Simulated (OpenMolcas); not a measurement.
# triplet CH2BF3O: levels of theory compared

Aim: a comparison of 3 runs (UHF/def2-SVP, U-r2SCAN/def2-SVP, UPBE/def2-SVP) of triplet CH2BF3O. 

Program for the calculation: OpenMolcas 26.06.

1 further run of the same task is left out (set aside as unsound or not needed).

### Step 1. The system as given

The species is CH2BF3O (8 atoms), meant as a triplet with charge 0. SMILES of the parent species: `OC(F)B(F)F`. Geometry: relaxed at PBE0-D4/def2-TZVP. This is one conformer, not always the lowest. That shape belongs to the parent species and isn't relaxed for this state.

Bond lengths: O1–C2 1.380 Å, C2–F3 1.386 Å, C2–B4 1.595 Å, B4–F5 1.314 Å, B4–F6 1.309 Å, O1–H7 0.962 Å, C2–H8 1.100 Å. Angles: O1–C2–F3 110.6°, O1–C2–B4 107.3°, F3–C2–B4 110.4°, C2–B4–F5 119.4°, C2–B4–F6 122.0°, F5–B4–F6 118.6°, O1–C2–H8 111.6°, F3–C2–H8 105.5°, B4–C2–H8 111.5°, C2–O1–H7 109.7°.

### Step 2. A single-point energy at UHF/def2-SVP (run 1)

Contents of job.inp:

```
* CH2BF3O Hartree-Fock

&GATEWAY
  BasLib=$CurrDir
  Coord
  8
  angstrom
  O       -0.197300      -1.323900       0.466200
  C        0.446500      -0.164100       0.086400
  F        1.166700       0.362800       1.146700
  B       -0.673500       0.866000      -0.392200
  F       -1.258000       0.689100      -1.556000
  F       -1.023000       1.898300       0.333000
  H        0.445400      -2.033100       0.566400
  H        1.185400      -0.352200      -0.706200
  Basis=def2-SVP
  Group=NoSym

&SEWARD

&SCF
  UHF
  Spin=3
  Thresholds=1e-10 1e-07 1e-07 1e-05
  PrOrbitals=0
```

The basis set def2-SVP is read from a file made from the Basis Set Exchange's data (not shown).

On the command line:

```console
$ export MOLCAS_MEM=1860
$ pymolcas job.inp > job.log
```

The log of the run:

```text
--- Start Module: gateway ---
[...]
--- Stop Module: gateway /rc=_RC_ALL_IS_WELL_ ---
--- Start Module: seward ---
[...]
      Basis functions           94
--- Stop Module: seward /rc=_RC_ALL_IS_WELL_ ---
[...]
--- Start Module: scf ---
[...]
       Convergence after  26 Iterations
[...]
::    Total SCF energy                               -436.3827949487
[...]
      Total spin, S                                     1.0034176279
[...]
      Total electronic charge=   48.000000
      Total            charge=   -0.000000
[...]
      Dipole Moment (debye):
      Origin of the operator (angstrom)=   -0.2524    0.4085    0.0264
                   X=  3.8361E+00               Y= -3.8619E+00               Z= -1.3205E-01           Total=  5.4449E+00
      Quadrupole Moment (debye*angstrom):
[...]
--- Stop Module: scf /rc=_RC_ALL_IS_WELL_ ---
[...]
```

Wall time 21 s (1 thread of AMD EPYC 7R43 (Zen 3), shared host); peak memory 0.52 GiB.

### Step 3. A single-point energy at U-r2SCAN/def2-SVP (run 2)

Contents of job.inp:

```
&GATEWAY
 BASLIB
 $CurrDir
 BASISSET
 O.def2-SVP....
 O1 -0.197300 -1.323900 0.466200 angstrom
 End of Basis
 BASISSET
 C.def2-SVP....
 C2 0.446500 -0.164100 0.086400 angstrom
 End of Basis
 BASISSET
 F.def2-SVP....
 F3 1.166700 0.362800 1.146700 angstrom
 F5 -1.258000 0.689100 -1.556000 angstrom
 F6 -1.023000 1.898300 0.333000 angstrom
 End of Basis
 BASISSET
 B.def2-SVP....
 B4 -0.673500 0.866000 -0.392200 angstrom
 End of Basis
 BASISSET
 H.def2-SVP....
 H7 0.445400 -2.033100 0.566400 angstrom
 H8 1.185400 -0.352200 -0.706200 angstrom
 End of Basis

&SEWARD
 GRIDINPUT
 Grid=UltraFine
 End of Grid

&SCF
 UHF
 SPIN
 3
 KSDFT
 2
 1.0 MGGA_X_R2SCAN
 1.0 MGGA_C_R2SCAN
 THRESHOLDS
 1e-10 1e-07 1e-07 1e-05
 PRORBITALS
 1 1
```

The basis set def2-SVP is read from a file made from the Basis Set Exchange's data (not shown).

On the command line:

```console
$ export MOLCAS_MEM=1860
$ pymolcas job.inp > job.log
```

The log of the run:

```text
--- Start Module: gateway ---
[...]
--- Stop Module: gateway /rc=_RC_ALL_IS_WELL_ ---
--- Start Module: seward ---
[...]
      Basis functions           94
--- Stop Module: seward /rc=_RC_ALL_IS_WELL_ ---
[...]
--- Start Module: scf ---
[...]
       Convergence after  29 Iterations
[...]
::    Total KS-DFT energy                            -438.2500501432
[...]
      Total spin, S                                     1.0016825272
[...]
      Total electronic charge=   48.000000
      Total            charge=   -0.000000
[...]
      Dipole Moment (debye):
      Origin of the operator (angstrom)=   -0.2524    0.4085    0.0264
                   X=  2.8213E+00               Y= -2.4410E+00               Z= -6.7924E-02           Total=  3.7314E+00
      Quadrupole Moment (debye*angstrom):
[...]
--- Stop Module: scf /rc=_RC_ALL_IS_WELL_ ---
[...]
```

Wall time 2.1 min (1 thread of AMD EPYC 7R43 (Zen 3), shared host); peak memory 0.52 GiB.

### Step 4. A single-point energy at UPBE/def2-SVP (run 3)

Contents of calc.input:

```
&GATEWAY
BasLib=$CurrDir
Coord
8
bohr
O     -0.37284296    -2.50180842     0.88099032
C      0.84376271    -0.31010406     0.16327234
F      2.20474347     0.68559264     2.16694895
B     -1.27273054     1.63650282    -0.74115059
F     -2.37727546     1.30221027    -2.94041385
F     -1.93318983     3.58726710     0.62927880
H      0.84168402    -3.84200218     1.07034088
H      2.24008135    -0.66556154    -1.33452459
Basis=def2-SVP
Group=NoSym
&SEWARD
GridInput
Grid=UltraFine
End of Grid
&SCF
UHF
Spin=3
KSDFT=PBE
Thresholds=1e-10 1e-07 1e-07 1e-05
PrOrbitals=1 1
```

The basis set def2-SVP is read from a file made from the Basis Set Exchange's data (not shown).

On the command line:

```console
$ export MOLCAS_MEM=1860
$ pymolcas calc.input > calc.log
```

The log of the run:

```text
--- Start Module: gateway ---
[...]
--- Stop Module: gateway /rc=_RC_ALL_IS_WELL_ ---
--- Start Module: seward ---
[...]
      Basis functions           94
--- Stop Module: seward /rc=_RC_ALL_IS_WELL_ ---
[...]
--- Start Module: scf ---
[...]
       Convergence after  29 Iterations
[...]
::    Total KS-DFT energy                            -438.0163444028
[...]
      Total spin, S                                     1.0007725208
[...]
      Total electronic charge=   48.000000
      Total            charge=   -0.000000
[...]
      Dipole Moment (debye):
      Origin of the operator (angstrom)=   -0.2524    0.4085    0.0264
                   X=  2.5192E+00               Y= -1.9383E+00               Z= -8.5247E-02           Total=  3.1797E+00
      Quadrupole Moment (debye*angstrom):
[...]
--- Stop Module: scf /rc=_RC_ALL_IS_WELL_ ---
[...]
```

Wall time 90 s (1 thread of AMD EPYC 7R43 (Zen 3), shared host); peak memory 0.52 GiB.

### Step 5. All runs side by side

```
run              level  integration grid  energy (Eh)  dipole moment (D)  HOMO energy (eV)   ⟨S²⟩  wall time
  1       UHF/def2-SVP                 –  -436.382795               5.44             -5.85  2.010       21 s
  2  U-r2SCAN/def2-SVP         UltraFine  -438.250050               3.73             -2.00  2.005    2.1 min
  3      UPBE/def2-SVP         UltraFine  -438.016344               3.18             -1.78  2.002       90 s
```

### Step 6. Outcome

| quantity | value |
| --- | --- |
| run 3: total energy | -438.01634 Eh |
| run 3: dipole moment | 3.18 D |
| run 3: HOMO energy (highest over α and β) | -1.78 eV |
| run 3: ⟨S²⟩ | 2.002 |

**Reading.** The dipole moment (its size) runs from 3.18 D (UPBE/def2-SVP) to 5.44 D (UHF/def2-SVP). Totals of different functionals can't be ranked against each other. All runs together took 3.9 min, the longest 2.1 min.
